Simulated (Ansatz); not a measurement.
# TaN (rocksalt type): the cost of one run

Method: DFT PBE, with the methods named in each step, in Ansatz 0.2.0.

### 1 The structure to begin with

The structure is cubic, space group Fm-3m (No. 225). Conventional cell: a = 4.417 Å, b = 4.417 Å, c = 4.417 Å, α = 90.00°, β = 90.00°, γ = 90.00°. Ta (site symmetry m-3m) has 6 N at 2.21 Å as nearest neighbours. N (site symmetry m-3m) has 6 Ta at 2.21 Å as nearest neighbours.

Coordinates:

```xyz
2
Lattice="0.0000 2.2085 2.2085 2.2085 0.0000 2.2085 2.2085 2.2085 0.0000" Properties=species:S:1:pos:R:3 pbc="T T T"
Ta    0.0000    0.0000    0.0000
N     2.2085    2.2085    2.2085
```

Whether this phase is the stable one at these pressures isn't tested.

Atoms are numbered in the order of the input: Ta1, N2.

### 2 The reference volume, LAPW

input.yaml reads:

```yaml
crystal:
  lattice:
    - [0.0, 2.2085116747, 2.2085116747]
    - [2.2085116747, 0.0, 2.2085116747]
    - [2.2085116747, 2.2085116747, 0.0]
  atoms:
    - { symbol: Ta, position: [0.0, 0.0, 0.0] }
    - { symbol: "N", position: [0.5, 0.5, 0.5] }
kpoints:
  mp_grid: { grid: [15, 15, 15] }
  band_path:
    path:
      - [0.0, 0.0, 0.0]
      - [0.5, 0.0, 0.5]
      - [0.625, 0.25, 0.625]
      - [0.375, 0.375, 0.75]
      - [0.0, 0.0, 0.0]
      - [0.5, 0.5, 0.5]
      - [0.5, 0.25, 0.75]
      - [0.5, 0.0, 0.5]
    npoints: 14
scf:
  occupations: { method: fermi_dirac, width: 0.08 }
hamiltonian:
  xc: pbe
  pseudopotentials: { kind: all_electron, lapw: { basis_error: 0.001 } }
output:
  forces: true
  stress: true
  eigenvalues: true
  populations: true
  dos: { projected: true, de: 0.2, e_range: [-14, 8] }
```

Started as:

```
$ ansatz run input.yaml --threads 1 --pin off --max-ram 2048MiB --backend cpu --events-out ev --progress --plain --runs-dir out
```

What time and memory should one allow on 1 thread of Arm Neoverse V1, shared host?

About 58 s, with a peak of 0.54 GiB.
